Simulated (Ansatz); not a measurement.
# Cl2H2MoN2: up Jacob's ladder to CCSD(T)

An exercise on one series of results from a longer session: the logs are not shown, and one member is left open.

Computed with Ansatz 0.2.0, Gaussian basis. Level: functionals in def2-TZVPP, the program's frozen cores in correlated methods.

Levels to be run: LDA (SPW92), PBE-D4, revPBE-D4, BLYP-D4, r2SCAN-D4, B97M-V, PBE0-D4, B3LYP-D4, r2SCANh-D4, r2SCAN0-D4, HSE06-D4, BHLYP-D4, CAM-B3LYP-D4, LC-ωPBE, ωB97X-V, ωB97M-V, B2PLYP, PBE-QIDH; CCSD(T)/def2-SVP; CCSD(T)/def2-TZVPP; MP2/def2-QZVPP; extrapolation to the limit; RPA on PBE.

## The relaxed structure

An earlier PBE0-D4 in a triple-zeta def2 set relaxation fixed the geometry. Mo takes the def2 core potential; no spin-orbit term is included.

SMILES `[NH]=[Mo](=[NH])([Cl])[Cl]`, 7 atoms, charge 0, spin multiplicity 1.

Atoms are counted from 1 here; the program's logs count them from 0.

Bond lengths: N1–Mo2 1.712 Å, N1–H6 1.012 Å, Mo2–N3 1.712 Å, Mo2–Cl4 2.268 Å, Mo2–Cl5 2.268 Å, N3–H7 1.012 Å. Angles: Mo2–N1–H6 152.7°, N1–Mo2–N3 108.8°, N1–Mo2–Cl4 107.9°, N1–Mo2–Cl5 107.9°, N3–Mo2–Cl4 107.9°, N3–Mo2–Cl5 107.9°, Cl4–Mo2–Cl5 116.2°, Mo2–N3–H7 152.8°.

Set-up of the first run:

in.yaml reads:

```yaml
crystal:
  periodic: [false, false, false]
  atoms:
    - {symbol: N, position_ang: [-1.057090, 0.583255, 0.837692]}
    - {symbol: Mo, position_ang: [-0.089688, 0.062702, -0.475133]}
    - {symbol: N, position_ang: [1.281992, -0.755434, 0.140666]}
    - {symbol: Cl, position_ang: [-1.300758, -1.421275, -1.689147]}
    - {symbol: Cl, position_ang: [0.634890, 1.904750, -1.581718]}
    - {symbol: H, position_ang: [-1.261280, 0.670113, 1.825409]}
    - {symbol: H, position_ang: [1.853035, -1.112110, 0.896633]}
basis:
  gaussian: {orbitals: def2-TZVPP}
hamiltonian: {xc: lda}
output: {orbitals: {seedname: orbitals}}
```

Steps of the session up to this table: LDA; PBE-D4 (GGA); revPBE-D4 (GGA); BLYP-D4 (GGA); r2SCAN-D4 (meta-GGA); B97M-V (meta-GGA); PBE0-D4 (hybrid); B3LYP-D4 (hybrid); r2SCANh-D4 (hybrid); r2SCAN0-D4 (hybrid); HSE06-D4 (hybrid); BHLYP-D4 (hybrid); CAM-B3LYP-D4 (range-separated); LC-ωPBE-D4 (range-separated; the results give it without D4); ωB97X-V (range-separated); ωB97M-V (range-separated); B2PLYP (double hybrid); PBE-QIDH (double hybrid).

One of the session's tables, all rows but one given; the rest of the session is left out.

It belongs to the step «Orbital energies across the functionals». 

```
  functional  HOMO (eV)  LUMO (eV)  gap (eV)
 LDA (SPW92)      -7.23      -3.66      3.58
      PBE-D4      -7.07      -3.43      3.64
   revPBE-D4      -7.01      -3.34      3.67
     BLYP-D4      -6.92      -3.32      3.60
   r2SCAN-D4      -7.39      -3.41      3.98
      B97M-V      -7.46      -3.38      4.08
     PBE0-D4      -8.42      -2.73      5.69
    B3LYP-D4      -8.16      -2.93      5.23
  r2SCANh-D4      -7.89      -3.14      4.75
  r2SCAN0-D4      -8.64      -2.71      5.93
    HSE06-D4      -8.02      -3.10      4.92
    BHLYP-D4          ?          ?         ?
CAM-B3LYP-D4      -9.75      -1.71      8.04
     LC-ωPBE     -11.11      -0.64     10.47
     ωB97X-V     -10.75      -0.69     10.06
     ωB97M-V     -10.63      -0.70      9.92
```

Estimate the missing values for BHLYP-D4.

Worked estimate for «HOMO (eV)». Against the share of exact exchange, BLYP-D4 (0, -6.92), B3LYP-D4 (0.2, -8.16) give a slope of -6.20 per unit share; at 0.5 the line stands at -10.02.

As computed: HOMO (eV): -9.65; LUMO (eV): -1.87; gap (eV): 7.78. In «HOMO (eV)» the line misses by -0.37.
